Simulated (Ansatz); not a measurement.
# CH₆O₄Ti: small, medium and large basis sets

The task here is to estimate one member of a computed series from the others.

The runs use Ansatz 0.2.0, Gaussian basis; one geometry, several basis sets.

The runs, in order: PBE0-D4/def2-SVP; ωB97M-V/def2-SVP; PBE0-D4/def2-QZVPP; ωB97M-V/def2-QZVPP; the functionals' def2-TZVPP values are taken from earlier runs.

## The relaxed structure

The geometry comes from an earlier relaxation with PBE0-D4 in a triple-zeta def2 set; it is a stationary point, not always the lowest conformer.

SMILES `C[O][Ti]([OH])([OH])[OH]`, 12 atoms, charge 0, spin multiplicity 1.

Atoms are counted from 1 here; the program's logs count them from 0.

Bond lengths: C1–O2 1.392 Å, C1–H7 1.095 Å, C1–H8 1.095 Å, C1–H9 1.095 Å, O2–Ti3 1.773 Å, Ti3–O4 1.812 Å, Ti3–O5 1.804 Å, Ti3–O6 1.805 Å, O4–H10 0.958 Å, O5–H11 0.957 Å, O6–H12 0.958 Å. Angles: O2–C1–H7 110.0°, O2–C1–H8 109.9°, O2–C1–H9 111.1°, H7–C1–H8 108.5°, H7–C1–H9 108.7°, H8–C1–H9 108.7°, C1–O2–Ti3 148.9°, O2–Ti3–O4 107.9°, O2–Ti3–O5 110.6°, O2–Ti3–O6 110.1°, O4–Ti3–O5 111.1°, O4–Ti3–O6 109.7°, O5–Ti3–O6 107.5°, Ti3–O4–H10 128.0°, Ti3–O5–H11 131.7°, Ti3–O6–H12 129.1°.

Geometry (Å):

```
atom    x (Å)    y (Å)    z (Å)
  C1  -0.1793  -1.4283   1.6352
  O2   0.0988  -0.9032   0.3761
 Ti3   0.2183   0.5108  -0.6870
  O4   1.9654   0.7457  -1.1047
  O5  -0.7774   0.2747  -2.1732
  O6  -0.4072   1.9775   0.1589
  H7   0.7367  -1.8232   2.0861
  H8  -0.9027  -2.2455   1.5477
  H9  -0.5949  -0.6621   2.2985
 H10   2.3673   1.4814  -1.5683
 H11  -1.2618  -0.4828  -2.5008
 H12  -1.1864   2.4998  -0.0345
```

The first run:

in.yaml reads:

```yaml
crystal:
  periodic: [false, false, false]
  atoms:
    - {symbol: C, position_ang: [-0.179286, -1.428325, 1.635235]}
    - {symbol: O, position_ang: [0.098823, -0.903188, 0.376086]}
    - {symbol: Ti, position_ang: [0.218297, 0.510760, -0.686974]}
    - {symbol: O, position_ang: [1.965403, 0.745722, -1.104661]}
    - {symbol: O, position_ang: [-0.777358, 0.274745, -2.173198]}
    - {symbol: O, position_ang: [-0.407232, 1.977487, 0.158854]}
    - {symbol: H, position_ang: [0.736688, -1.823160, 2.086095]}
    - {symbol: H, position_ang: [-0.902682, -2.245536, 1.547704]}
    - {symbol: H, position_ang: [-0.594868, -0.662138, 2.298481]}
    - {symbol: H, position_ang: [2.367315, 1.481438, -1.568316]}
    - {symbol: H, position_ang: [-1.261806, -0.482848, -2.500805]}
    - {symbol: H, position_ang: [-1.186394, 2.499844, -0.034498]}
basis:
  gaussian: {orbitals: def2-SVP}
hamiltonian: {xc: pbe0, dispersion: d4}
output: {orbitals: {seedname: orbitals}}
```

On the command line:

```console
> ansatz run in.yaml --threads 4 --pin off --events-out ev --progress --plain --max-ram 11315MiB
```

Among the steps run: PBE0-D4 in def2-SVP; ωB97M-V in def2-SVP; PBE0-D4 in def2-QZVPP; ωB97M-V in def2-QZVPP.

One table of the session follows, with a row left open; its other results are not shown here.

It belongs to the step «Functionals by basis». 

```
functional       basis  HOMO (eV)
   PBE0-D4    def2-SVP          ?
   PBE0-D4  def2-TZVPP      -8.27
   PBE0-D4  def2-QZVPP      -8.31
   ωB97M-V    def2-SVP     -10.38
   ωB97M-V  def2-TZVPP     -10.67
   ωB97M-V  def2-QZVPP     -10.70
```

Q: Estimate the row for PBE0-D4, def2-SVP from the others.

As computed: HOMO (eV): -8.01. In the column «HOMO (eV)» it is the highest.
